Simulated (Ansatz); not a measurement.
What does this script print? It uses the Python package of Ansatz (0.2.0).

Script `scan_brgah2o2.py`:
```python
'''Stretching a bond of BrGaH2O2, the rest held rigid.'''

from dataclasses import dataclass
import logging
import sys

import ansatz as az
import numpy as np

logging.basicConfig(stream=sys.stdout, format='[%(levelname)s] %(message)s')
log = logging.getLogger('brgah2o2')
log.setLevel(logging.INFO)


@dataclass
class Options:
    basis: str = 'def2-SVP'
    functional: str = 'HF'


cfg = Options()


def main() -> None:
    geometry_ang = [
        ('O', (-0.1412, 1.6168, -0.7999)),
        ('Ga', (0.3295, -0.2727, -0.5142)),
        ('O', (0.8068, -1.0358, 0.7874)),
        ('Br', (-1.1066, -1.6944, -0.9614)),
        ('H', (-0.7371, 1.5979, -0.0075)),
        ('H', (0.8906, -0.2757, 1.4493)),
    ]
    mol = az.Crystal.molecule()
    for symbol, xyz in geometry_ang:
        mol = mol.atom(symbol, xyz)

    symbols = [site.symbol for site in mol.cartesian_sites]
    start = np.array([site.position_ang for site in mol.cartesian_sites])
    axis = (start[3] - start[1]) / np.linalg.norm(start[3] - start[1])
    moving = [3]
    lengths, energies = [1.821, 1.904, 1.987, 2.07, 2.152, 2.235, 2.318, 2.442], []
    for length in lengths:
        xyz = start.copy()
        xyz[moving] += (length - np.linalg.norm(start[3] - start[1])) * axis
        point = az.Crystal.molecule()
        for symbol, place in zip(symbols, xyz):
            point = point.atom(symbol, place.tolist())
        job = point.calculation()
        job = job.basis(gaussian=cfg.basis)
        job = job.functional(cfg.functional)
        summary = job.run(threads=1).report
        energies.append(summary['free_energy_ev'])
        log.info(f'r = {length:6.3f} A  E = {energies[-1]:.5f} eV  <S^2> = {abs(summary["mean_field"]["state"]["spin_squared"]):.3f}')

    # quartic fit about the minimum
    fit = np.polynomial.Polynomial.fit(lengths, np.array(energies) - min(energies), 4).convert()
    roots = [r.real for r in fit.deriv().roots() if abs(r.imag) < 1e-9 and fit.deriv(2)(r.real) > 0]
    r_e = min(roots, key=lambda r: abs(r - lengths[int(np.argmin(energies))]))
    log.info(f'minimum of the fit at {r_e:.4f} A, force constant {fit.deriv(2)(r_e):.2f} eV/A^2')


if __name__ == '__main__':
    main()
```

```console
$ python scan_brgah2o2.py
[INFO] r =  1.821 A  E = -126417.35363 eV  <S^2> = 0.000
[INFO] r =  1.904 A  E = -126418.81764 eV  <S^2> = 0.000
[INFO] r =  1.987 A  E = -126419.82222 eV  <S^2> = 0.000
[INFO] r =  2.070 A  E = -126420.48698 eV  <S^2> = 0.000
[INFO] r =  2.152 A  E = -126420.89706 eV  <S^2> = 0.000
[INFO] r =  2.235 A  E = -126421.12802 eV  <S^2> = 0.000
[INFO] r =  2.318 A  E = -126421.22292 eV  <S^2> = 0.000
[INFO] r =  2.442 A  E = -126421.18851 eV  <S^2> = 0.000
[INFO] minimum of the fit at 2.3568 A, force constant 13.20 eV/A^2
```

Notes:
- The settings weren't tested for convergence.
- The rest of the molecule is held rigid at a force-field or estimated start geometry, and the basis set is modest; single-reference methods fail as a bond breaks.
- Hartree-Fock leaves correlation out, so bond, atomisation and ionisation energies come out well too low.
- The orbitals are restricted, so S² is zero by construction.
- Toward dissociation an unrestricted state can lie under the restricted one, by tenths of an eV for polar bonds under a functional and by 1 to 2 eV or more for others.
- Finished in 15 s on 1 thread of Arm Neoverse V2 (shared host), peak memory 0.28 GiB.
